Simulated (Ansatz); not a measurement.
**C₃H₈OSi: small, medium and large basis sets**

One table from this session's results is given with a row withheld; the runs are named, their logs left out.

The runs use Ansatz 0.2.0, Gaussian basis; one geometry, several basis sets.

The runs, in order: PBE0-D4/def2-SVP; ωB97M-V/def2-SVP; PBE0-D4/def2-QZVPP; ωB97M-V/def2-QZVPP; the functionals' def2-TZVPP values are taken from earlier runs.

## Structure used throughout

The geometry comes from an earlier relaxation with PBE0-D4 in a triple-zeta def2 set; it is a stationary point, not always the lowest conformer.

SMILES `C=CCO[SiH3]`, 13 atoms, charge 0, spin multiplicity 1.

Atoms are counted from 1 here; the program's logs count them from 0.

Bond lengths: C1–C2 1.324 Å, C1–H6 1.084 Å, C1–H7 1.086 Å, C2–C3 1.489 Å, C2–H8 1.087 Å, C3–O4 1.416 Å, C3–H9 1.101 Å, C3–H10 1.098 Å, O4–Si5 1.643 Å, Si5–H11 1.490 Å, Si5–H12 1.490 Å, Si5–H13 1.480 Å. Angles: C2–C1–H6 121.7°, C2–C1–H7 121.4°, H6–C1–H7 116.9°, C1–C2–C3 124.0°, C1–C2–H8 120.5°, C3–C2–H8 115.4°, C2–C3–O4 109.6°, C2–C3–H9 109.5°, C2–C3–H10 109.9°, O4–C3–H9 109.5°, O4–C3–H10 110.8°, H9–C3–H10 107.5°, C3–O4–Si5 122.3°, O4–Si5–H11 110.8°, O4–Si5–H12 110.8°, O4–Si5–H13 106.5°, H11–Si5–H12 107.9°, H11–Si5–H13 110.4° and more.

As a file:

| atom | x (Å) | y (Å) | z (Å) |
| --- | --- | --- | --- |
| C1 | -1.2734 | 1.2560 | 1.8644 |
| C2 | -0.1566 | 1.0000 | 1.2012 |
| C3 | -0.1159 | 0.4055 | -0.1634 |
| O4 | 0.7624 | -0.7046 | -0.1708 |
| Si5 | 1.0321 | -1.6005 | -1.5217 |
| H6 | -1.2602 | 1.7168 | 2.8451 |
| H7 | -2.2466 | 1.0156 | 1.4472 |
| H8 | 0.8112 | 1.2339 | 1.6378 |
| H9 | 0.2391 | 1.1588 | -0.8828 |
| H10 | -1.1261 | 0.1050 | -0.4711 |
| H11 | 1.5848 | -0.7547 | -2.6174 |
| H12 | -0.2337 | -2.2154 | -2.0111 |
| H13 | 2.0032 | -2.6514 | -1.1424 |

Set-up of the first run:

File in.yaml:

```yaml
crystal:
  periodic: [false, false, false]
  atoms:
    - {symbol: C, position_ang: [-1.273398, 1.256027, 1.864414]}
    - {symbol: C, position_ang: [-0.156636, 0.999998, 1.201227]}
    - {symbol: C, position_ang: [-0.115877, 0.405477, -0.163435]}
    - {symbol: O, position_ang: [0.762400, -0.704582, -0.170816]}
    - {symbol: Si, position_ang: [1.032079, -1.600483, -1.521653]}
    - {symbol: H, position_ang: [-1.260163, 1.716823, 2.845065]}
    - {symbol: H, position_ang: [-2.246572, 1.015587, 1.447153]}
    - {symbol: H, position_ang: [0.811240, 1.233886, 1.637789]}
    - {symbol: H, position_ang: [0.239140, 1.158845, -0.882834]}
    - {symbol: H, position_ang: [-1.126095, 0.105044, -0.471145]}
    - {symbol: H, position_ang: [1.584781, -0.754730, -2.617390]}
    - {symbol: H, position_ang: [-0.233717, -2.215394, -2.011138]}
    - {symbol: H, position_ang: [2.003218, -2.651399, -1.142437]}
basis:
  gaussian: {orbitals: def2-SVP}
hamiltonian: {xc: pbe0, dispersion: d4}
output: {orbitals: {seedname: orbitals}}
```

Among the steps run: PBE0-D4 in def2-SVP; ωB97M-V in def2-SVP; PBE0-D4 in def2-QZVPP; ωB97M-V in def2-QZVPP.

One of the session's tables, all rows but one given; the rest of the session is left out.

It belongs to the step «Functionals by basis». 

```
functional       basis  HOMO (eV)  LUMO (eV)
   PBE0-D4    def2-SVP      -7.68       0.11
   PBE0-D4  def2-TZVPP      -7.75      -0.16
   PBE0-D4  def2-QZVPP      -7.77      -0.24
   ωB97M-V    def2-SVP      -9.97       2.26
   ωB97M-V  def2-TZVPP     -10.04       1.75
   ωB97M-V  def2-QZVPP          ?          ?
```

Estimate the missing values for ωB97M-V, def2-QZVPP.

**Answer.** HOMO (eV): -10.06; LUMO (eV): 1.47. In the column «HOMO (eV)» it is the lowest.
